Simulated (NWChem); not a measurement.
# CH3F3OSi (SMILES FC(F)(F)O[SiH3]): levels of theory compared

Aim: a comparison of 5 runs (HF/STO-3G, HF/3-21G, B3LYP/6-31G*, r2SCAN/6-31G*) of CH3F3OSi. 

The calculation is run with NWChem 7.3.0.

## (1) The system as given

The species is CH3F3OSi (9 atoms), meant as a singlet with charge 0. SMILES: `FC(F)(F)O[SiH3]`. The shape is that of a PBE0-D4/def2-TZVP optimisation.

Bond lengths: F1–C2 1.338 Å, C2–F3 1.345 Å, C2–F4 1.326 Å, C2–O5 1.328 Å, O5–Si6 1.679 Å, Si6–H7 1.480 Å, Si6–H8 1.481 Å, Si6–H9 1.476 Å. Some angles: F1–C2–F3 106.8°, F1–C2–F4 107.8°, F1–C2–O5 111.9°, F3–C2–F4 107.9°, F3–C2–O5 112.1°, F4–C2–O5 110.1°, C2–O5–Si6 126.7°, O5–Si6–H7 109.6°, O5–Si6–H8 109.5°, O5–Si6–H9 103.9°.

## (2) Energy and gradient at HF/STO-3G (run 1)

The input, job.nw:

```
START job
TITLE "CH3F3OSi"
memory total 2200 mb

GEOMETRY noautosym nocenter noautoz
  F        0.409800      -0.117400      -2.049100
  C        0.966000      -0.344900      -0.854000
  F        0.679500      -1.617500      -0.527800
  F        2.281200      -0.246700      -0.993200
  O        0.538000       0.514800       0.063400
  Si      -0.909400       0.439800       0.910200
  H       -0.822500      -0.610100       1.949300
  H       -2.018100       0.154400      -0.028900
  H       -1.036200       1.781400       1.513000
END

BASIS "ao basis" spherical bse
  * library STO-3G
END

SCF
  thresh 1e-08
  maxiter 80
  noprint "final vectors analysis"
END

TASK scf gradient
```

On the command line:

```console
nwchem job.nw > job.out
```

Standard output:

```text
[...]
  functions       =    37
[...]
  wavefunction    = RHF
[...]
         Total SCF energy =   -692.752932177425
      One-electron energy =  -1649.208545743498
      Two-electron energy =    614.819555553508
 Nuclear repulsion energy =    341.636058012566
        Time for solution =      2.1s
[...]
                         RHF ENERGY GRADIENTS
    atom               coordinates                        gradient
                 x          y          z           x          y          z
   1 F       0.774410  -0.221854  -3.872238    0.022706  -0.009822   0.047296
   2 C       1.825475  -0.651766  -1.613826    0.011054   0.019118   0.007184
   3 F       1.284069  -3.056632  -0.997397    0.010930   0.044715  -0.012636
   4 F       4.310843  -0.466195  -1.876876   -0.059223  -0.006746   0.004214
   5 O       1.016673   0.972831   0.119809    0.016778  -0.050311  -0.050405
   6 Si     -1.718517   0.831101   1.720029    0.017388   0.002677  -0.007499
   7 H      -1.554300  -1.152922   3.683643    0.002645  -0.021214   0.020664
   8 H      -3.813656   0.291774  -0.054613   -0.021650  -0.005748  -0.019978
   9 H      -1.958134   3.366358   2.859155   -0.000627   0.027331   0.011160
[...]
```

It took 3.3 s on 1 thread of Intel Xeon 6975P-C (Granite Rapids), shared host; peak memory 0.098 GiB.

## (3) Energy and gradient at HF/3-21G (run 2)

The input, test.nw:

```
start test
memory total 2200 mb

geometry units angstrom noautosym nocenter noautoz
 F     0.409800   -0.117400   -2.049100
 C     0.966000   -0.344900   -0.854000
 F     0.679500   -1.617500   -0.527800
 F     2.281200   -0.246700   -0.993200
 O     0.538000    0.514800    0.063400
 Si   -0.909400    0.439800    0.910200
 H    -0.822500   -0.610100    1.949300
 H    -2.018100    0.154400   -0.028900
 H    -1.036200    1.781400    1.513000
end

basis spherical bse
 * library 3-21G
end

scf
 thresh 1e-08
 maxiter 80
 print low
end

task scf gradient
```

On the command line:

```console
nwchem test.nw > test.out
```

Standard output:

```text
[...]
  functions       =    64
[...]
  wavefunction    = RHF
[...]
         Total SCF energy =   -698.016260950265
      One-electron energy =  -1649.426129148440
      Two-electron energy =    609.773810185609
 Nuclear repulsion energy =    341.636058012566
        Time for solution =      2.3s
[...]
                         RHF ENERGY GRADIENTS
    atom               coordinates                        gradient
                 x          y          z           x          y          z
   1 F       0.774410  -0.221854  -3.872238    0.005581  -0.000288   0.006353
   2 C       1.825475  -0.651766  -1.613826   -0.016998  -0.014185   0.001348
   3 F       1.284069  -3.056632  -0.997397    0.005841   0.006662  -0.004256
   4 F       4.310843  -0.466195  -1.876876   -0.008779   0.001740   0.002453
   5 O       1.016673   0.972831   0.119809   -0.006883   0.012097   0.012750
   6 Si     -1.718517   0.831101   1.720029    0.018955  -0.007510  -0.019050
   7 H      -1.554300  -1.152922   3.683643    0.001126  -0.001002   0.000975
   8 H      -3.813656   0.291774  -0.054613   -0.001106   0.000373  -0.000608
   9 H      -1.958134   3.366358   2.859155    0.002262   0.002115   0.000036
 Task  times  cpu:        3.0s     wall:        3.0s
[...]
```

It took 3.6 s on 1 thread of Intel Xeon 6975P-C (Granite Rapids), shared host; peak memory 0.098 GiB.

Runs 3 to 4 aren't shown in full; the table further down has their settings and results.

## (4) Energy and forces at B3LYP/6-31G(d) (Cartesian functions) (run 5)

The input, run.py:

```python
from ase import Atoms
from ase.calculators.nwchem import NWChem

mol = Atoms(['F', 'C', 'F', 'F', 'O', 'Si', 'H', 'H', 'H'], positions=[
    [0.409800, -0.117400, -2.049100],
    [0.966000, -0.344900, -0.854000],
    [0.679500, -1.617500, -0.527800],
    [2.281200, -0.246700, -0.993200],
    [0.538000, 0.514800, 0.063400],
    [-0.909400, 0.439800, 0.910200],
    [-0.822500, -0.610100, 1.949300],
    [-2.018100, 0.154400, -0.028900],
    [-1.036200, 1.781400, 1.513000],
])

calc = NWChem(
    label='struct',
    theory='dft',
    memory='2200 mb',
    basis='6-31G*',
    dft={'xc': 'b3lyp', 'mult': '1', 'grid': 'fine', 'convergence': 'energy 1e-08', 'iterations': '100', 'mulliken': None},
)
mol.calc = calc

forces = mol.get_forces()
print("Total energy (eV):", round(mol.get_potential_energy(), 6))
print("forces (eV/A):")
for s, f in zip(mol.symbols, forces):
    print(f"{s:2s} {f[0]:10.5f} {f[1]:10.5f} {f[2]:10.5f}")
print("dipole (e A):", mol.get_dipole_moment().round(4))
```

On the command line:

```console
export ASE_NWCHEM_COMMAND="nwchem PREFIX.nwi > PREFIX.nwo"
python run.py
```

Standard output:

```text
Total energy (eV): -19161.958109
forces (eV/A):
F    -0.28894    0.12737   -0.51617
C     0.07955   -0.04237   -0.11081
F    -0.17072   -0.56575    0.19299
F     0.61290    0.07076   -0.04258
O     0.21834    0.45349    0.21849
Si   -0.30390   -0.05466    0.16784
H    -0.05440   -0.00098    0.05075
H    -0.05605    0.00077    0.01527
H    -0.03677    0.01142    0.02422
dipole (e A): [-0.3248  0.0784  0.2646]
```

The calculator wrote struct.nwi:

```
title "struct"

permanent_dir struct

scratch_dir struct

start struct

geometry units angstrom nocenter noautosym noautoz
  F  4.0980000000000000e-01 -1.1740000000000000e-01 -2.0491000000000001e+00
  C  9.6599999999999997e-01 -3.4489999999999998e-01 -8.5399999999999998e-01
  F  6.7949999999999999e-01 -1.6174999999999999e+00 -5.2780000000000005e-01
  F  2.2812000000000001e+00 -2.4670000000000000e-01 -9.9319999999999997e-01
  O  5.3800000000000003e-01 5.1480000000000004e-01 6.3399999999999998e-02
  Si -9.0939999999999999e-01 4.3980000000000002e-01 9.1020000000000001e-01
  H  -8.2250000000000001e-01 -6.1009999999999998e-01 1.9493000000000000e+00
  H  -2.0181000000000000e+00 1.5440000000000001e-01 -2.8899999999999999e-02
  H  -1.0362000000000000e+00 1.7814000000000001e+00 1.5129999999999999e+00
end

memory 2200 mb

basis noprint
   * library 6-31G*
end

dft
  xc b3lyp
  mult 1
  grid fine
  convergence energy 1e-08
  iterations 100
  mulliken
end

task dft gradient
```

struct.nwo:

```text
Northwest Computational Chemistry Package (NWChem) 7.3.0
             --------------------------------------------------------

           Job information
           ---------------

    nwchem branch   = 7.3.0
    use scalapack   = T
    input           = struct.nwi
    prefix          = struct.
    data base       = struct/struct.db
    status          = startup
    nproc           =        1

           Memory information
           ------------------

[... 5 lines left out ...]
    hardfail = no
[... 109 lines left out ...]
  convergence criterion.
[... 44 lines left out ...]
          Spatial weights used:  Erf1
[... 32 lines left out ...]
 1-e energy   =   -1654.531666
[... 43 lines left out ...]
           Coulomb energy =      677.262906077793
[... 767 lines left out ...]
          Convergence on density requested:  1.00D-05
[... 30 lines left out ...]
          total energy or number of iterations.
[... 36 lines left out ...]
                 ----------------------------------------
                 |  Time  |  1-e(secs)   |  2-e(secs)   |
                 ----------------------------------------
                 |  CPU   |       0.01   |       4.37   |
                 ----------------------------------------
                 |  WALL  |       0.01   |       4.37   |
                 ----------------------------------------

 Task  times  cpu:       21.3s     wall:       21.3s
 Total times  cpu:       21.3s     wall:       21.3s
```

It took 23 s on 1 thread of Intel Xeon 6975P-C (Granite Rapids), shared host; peak memory 0.12 GiB.

## (5) Overview of the runs

| run | level | iteration cap | module | energy (Eh) | dipole moment (D) | largest force (eV/Å) | wall time |
| --- | --- | --- | --- | --- | --- | --- | --- |
| 1 | HF/STO-3G | 80 | scf | -692.752932 | 2.21 | 3.762 | 3.3 s |
| 2 | HF/3-21G | 80 | scf | -698.016261 | – | 1.435 | 3.6 s |
| 3 | B3LYP/6-31G* (spherical functions) | 100 | dft | -704.183221 | 2.05 | 0.622 | 22 s |
| 4 | r2SCAN/6-31G* (spherical functions) | 100 | dft | -703.962820 | 2.01 | 0.638 | 28 s |
| 5 | B3LYP/6-31G* (Cartesian functions) | 100 | dft | -704.188978 | 2.05 | 0.622 | 23 s |

## (6) Outcome

| quantity | value |
| --- | --- |
| run 5: total energy | -704.18898 Eh |
| run 5: dipole moment | 2.05 D |
| run 5: HOMO energy | -9.25 eV |
| run 5: LUMO energy | -0.03 eV |
| run 5: HOMO–LUMO gap | 9.22 eV |
| run 5: largest force on an atom | 0.622 eV/Å |

**Reading.** Over runs 1, 3, 4, 5 the dipole moment (its size) runs from 2.01 D (r2SCAN/6-31G*) to 2.21 D (HF/STO-3G). The two ends differ in method and basis. Over runs 3, 4, 5 the HOMO–LUMO gap runs from 8.12 eV (r2SCAN/6-31G*) to 9.23 eV (B3LYP/6-31G*). Totals of different functionals can't be ranked against each other. In run 1 the basis is minimal, so the values are rough. All runs together took 79 s, the longest 28 s.
